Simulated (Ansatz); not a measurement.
**TiH (doublet): from Hartree-Fock to the top rungs at distance Ti1–H2 = 1.612 Å, def2-TZVP**

The task here is to estimate one member of a computed series from the others.

The runs use Ansatz 0.2.0, Gaussian basis; def2-TZVP, core rule «outside noble gas», up to 9 orbitals frozen.

Plan: UHF; CCSD(T) on ROHF; CCSD(T) on UHF; CISD as a restricted active space (open shells left free, so some higher excitations enter); CCSDT(Q) on ROHF; CCSDT(Q) on UHF; CASSCF and MRCISD+Q, 3 electrons in 3 orbitals; CASSCF and NEVPT2, 3 electrons in 3 orbitals; Full CI.

52 further runs of the same task are left out: 33 for a known fault of the program, 12 that didn't finish, 7 set aside as unsound or not needed. Runs told in other sessions of the task aren't counted.

## What is computed

The geometry derives from a PBE0/def2-TZVP stationary point (not a proven minimum). One bond is set to the value named and the two fragments are kept rigid.

2 atoms, charge 0, spin multiplicity 2.

Atoms are counted from 1 here; the program's logs count them from 0.

Bond lengths: Ti1–H2 1.612 Å.

The first run:

in.yaml reads:

```yaml
crystal:
  periodic: [false, false, false]
  atoms:
    - {symbol: Ti, position_ang: [0.000000, 0.000000, 0.000000]}
    - {symbol: H, position_ang: [0.000000, 0.000000, 1.612000]}
basis:
  gaussian: {orbitals: def2-TZVP}
magnetization: {spin_polarized: true, initial_magnetization: 1}
hamiltonian: {xc: hf}
output: {orbitals: {seedname: orbitals}}
```

Command:

```
$ ansatz run in.yaml --threads 1 --pin off --events-out ev --progress --plain --max-ram 2393MiB
```

Among the steps run: UHF; CCSD(T) on ROHF; CCSD(T) on UHF; CISD as a restricted active space (open shells left free, so some higher excitations enter); CCSDT(Q) on ROHF; CCSDT(Q) on UHF; CASSCF and MRCISD+Q, 3 electrons in 3 orbitals; CASSCF and NEVPT2, 3 electrons in 3 orbitals; Full CI.

One table of the session follows, with a row left open; its other results are not shown here.

| method | from FCI (kJ/mol) |
| --- | --- |
| ROHF | +280.3 |
| RMP2 | +84.9 |
| CISD | +27.2 |
| RCCSD | +14.8 |
| RCCSD(T) | +4.5 |
| RCCSDT | +0.7 |
| RCCSDT(Q) | +0.1 |
| CASSCF pair | ? |
| NEVPT2 pair | +61.8 |
| MRCISD pair | +16.5 |
| MRCISD+Q pair | +1.4 |
| FCI | 0 |

Q: Estimate the row for CASSCF pair from the others.

The run gave: from FCI (kJ/mol): +204.0. In the column «from FCI (kJ/mol)» it lies between RMP2 (+84.9) and ROHF (+280.3).

Left out of the table: UHF, UMP2, UCCSD, UCCSD(T), UCCSDT, UCCSDT(Q) (another determinant or state than the rows shown). UCCSDT(Q) lies 0.18 eV below the table's zero, so the state tabled may not be the lowest.
